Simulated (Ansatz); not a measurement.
# Ytterbium, diamond: r²SCAN0 at the r²SCAN geometry

Aim: see what exact exchange does to the levels, and what it costs. Spin polarisation is left out. The cell comes from an earlier r²SCAN relaxation. Exact exchange is dear, so the k-mesh is coarse, and r²SCAN is run on the same mesh for comparison.

Computed with Ansatz 0.2.0 (DFT, plane waves (500 eV) with PBE-made PAW files, scalar-relativistic; functionals as named at each step, unless a step says otherwise).

## 1. The structure to begin with

Symmetry: Fd-3m, No. 227, cubic system. The conventional cell has a = 8.609 Å, b = 8.609 Å, c = 8.609 Å, α = 90.00°, β = 90.00°, γ = 90.00°. Yb (site symmetry -43m) is surrounded by 4 Yb at 3.73 Å.

Structure file:

```xyz
2
Lattice="0.0000 4.3047 4.3047 4.3047 0.0000 4.3047 4.3047 4.3047 0.0000" Properties=species:S:1:pos:R:3 pbc="T T T"
Yb    1.0762    1.0762    1.0762
Yb    7.5332    7.5332    7.5332
```

## 2. r²SCAN on the coarse mesh

The run with r²SCAN.

Contents of input.yaml:

```yaml
crystal:
  lattice:
    - [0.0, 4.3046997554, 4.3046997554]
    - [4.3046997554, 0.0, 4.3046997554]
    - [4.3046997554, 4.3046997554, 0.0]
  atoms:
    - { symbol: Yb, position: [0.125, 0.125, 0.125] }
    - { symbol: Yb, position: [0.875, 0.875, 0.875] }
hamiltonian:
  xc: r2scan
  pseudopotentials:
    kind: paw
    azcp:
      Yb: "pseudopotentials/Yb.paw.azcp"
basis:
  ecutwfc: 500
  fft_grid_basis: typed
kpoints:
  mp_grid: { grid: [4, 4, 4], shift: [0, 0, 0] }
magnetization:
  spin_polarized: false
scf:
  occupations: { method: fermi_dirac, width: 0.1 }
```

Run with:

```
$ ansatz run input.yaml --threads 4 --pin off --max-ram 8192MiB --backend cpu --events-out ev --progress --plain --runs-dir out
```

## 3. r²SCAN0, coarse mesh

The run with r²SCAN0.

Edit input.yaml of step 2 so:

```diff
@@ -9,3 +9,3 @@
 hamiltonian:
-  xc: r2scan
+  xc: r2scan0
   pseudopotentials:
```

(Steps that only read results are left out.)

**Question.** What will these runs give? Wanted: r²SCAN: gap; r²SCAN0: gap.

**Answer**, as computed:

| quantity | value |
| --- | --- |
| r²SCAN: gap | none (levels filled in part) |
| r²SCAN0: gap | none (levels filled in part) |
| r²SCAN0: SCF cycles, exchange loops | 27, 3 |
| r²SCAN0: CPU time over that of r²SCAN | 6.4 |

In words: Both r²SCAN and r²SCAN0 leave levels filled in part. The hybrid took 6.4 times as much CPU time as r²SCAN on the same settings. The exchange operator of r²SCAN0 was renewed in 3 outer loops. Absolute energies differ from functional to functional, by eV per atom at times, and say nothing by themselves.
